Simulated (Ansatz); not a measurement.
# C3H6BCl: a ladder of functionals and wavefunction methods

One table from this session's results is given with a row withheld; the runs are named, their logs left out.

The runs use Ansatz 0.2.0, Gaussian basis; functionals in def2-TZVPP, the program's frozen cores in correlated methods.

Plan: PBE-D4, r2SCAN-D4, PBE0-D4, B3LYP-D4, ωB97X-V, ωB97M-V, B2PLYP; CCSD(T)/def2-TZVPP; MP2/def2-QZVPP; extrapolation to the limit.

## The relaxed structure

The geometry comes from an earlier relaxation with PBE0-D4 in a triple-zeta def2 set; it is a stationary point, not always the lowest conformer.

SMILES `CB/C=C/Cl`, 11 atoms, charge 0, spin multiplicity 1.

Atoms are counted from 1 here; the program's logs count them from 0.

Bond lengths: C1–B2 1.560 Å, C1–H6 1.097 Å, C1–H7 1.097 Å, C1–H8 1.091 Å, B2–C3 1.543 Å, B2–H9 1.202 Å, C3–C4 1.333 Å, C3–H10 1.087 Å, C4–Cl5 1.715 Å, C4–H11 1.083 Å. Angles: B2–C1–H6 109.1°, B2–C1–H7 109.0°, B2–C1–H8 117.2°, H6–C1–H7 104.5°, H6–C1–H8 108.2°, H7–C1–H8 108.1°, C1–B2–C3 125.3°, C1–B2–H9 117.5°, C3–B2–H9 117.2°, B2–C3–C4 121.2°, B2–C3–H10 121.3°, C4–C3–H10 117.5°, C3–C4–Cl5 124.4°, C3–C4–H11 123.5°, Cl5–C4–H11 112.1°.

The first run:

in.yaml

```yaml
crystal:
  periodic: [false, false, false]
  atoms:
    - {symbol: C, position_ang: [-1.245019, -0.073077, 0.970961]}
    - {symbol: B, position_ang: [0.280105, 0.248451, 0.905390]}
    - {symbol: C, position_ang: [1.154418, 0.170469, -0.363784]}
    - {symbol: C, position_ang: [0.638522, -0.197273, -1.536881]}
    - {symbol: Cl, position_ang: [1.532731, -0.312450, -2.995251]}
    - {symbol: H, position_ang: [-1.416377, -0.851864, 1.724144]}
    - {symbol: H, position_ang: [-1.778604, 0.804052, 1.357615]}
    - {symbol: H, position_ang: [-1.730182, -0.383816, 0.044046]}
    - {symbol: H, position_ang: [0.819506, 0.585385, 1.924803]}
    - {symbol: H, position_ang: [2.213590, 0.412572, -0.334645]}
    - {symbol: H, position_ang: [-0.403291, -0.459447, -1.675900]}
basis:
  gaussian: {orbitals: def2-TZVPP}
hamiltonian: {xc: pbe, dispersion: d4}
output: {forces: true, orbitals: {seedname: orbitals}}
```

Launch:

```console
ansatz run in.yaml --threads 4 --pin off --events-out ev --progress --plain --max-ram 10444MiB
```

Steps of the session up to this table: PBE-D4 (GGA); r2SCAN-D4 (meta-GGA); PBE0-D4 (hybrid); B3LYP-D4 (hybrid); ωB97X-V (range-separated); ωB97M-V (range-separated); B2PLYP (double hybrid); CCSD(T) in def2-TZVPP; MP2 in def2-QZVPP.

One of the session's tables, all rows but one given; the rest of the session is left out.

It belongs to the step «Atomisation energies». 

```
            method  atomisation energy (kcal/mol)
            PBE-D4                              ?
         r2SCAN-D4                         1036.0
           PBE0-D4                         1039.5
          B3LYP-D4                         1030.4
           ωB97X-V                         1027.9
           ωB97M-V                         1032.0
            B2PLYP                         1019.9
     HF/def2-TZVPP                          778.6
    MP2/def2-TZVPP                         1019.8
   CCSD/def2-TZVPP                          986.2
CCSD(T)/def2-TZVPP                         1001.4
           MP2/CBS                         1042.3
       CCSD(T)/CBS                         1023.9
```

**Question.** Estimate the row for PBE-D4.

The run gave: atomisation energy (kcal/mol): 1055.0. In the column «atomisation energy (kcal/mol)» it is the highest.
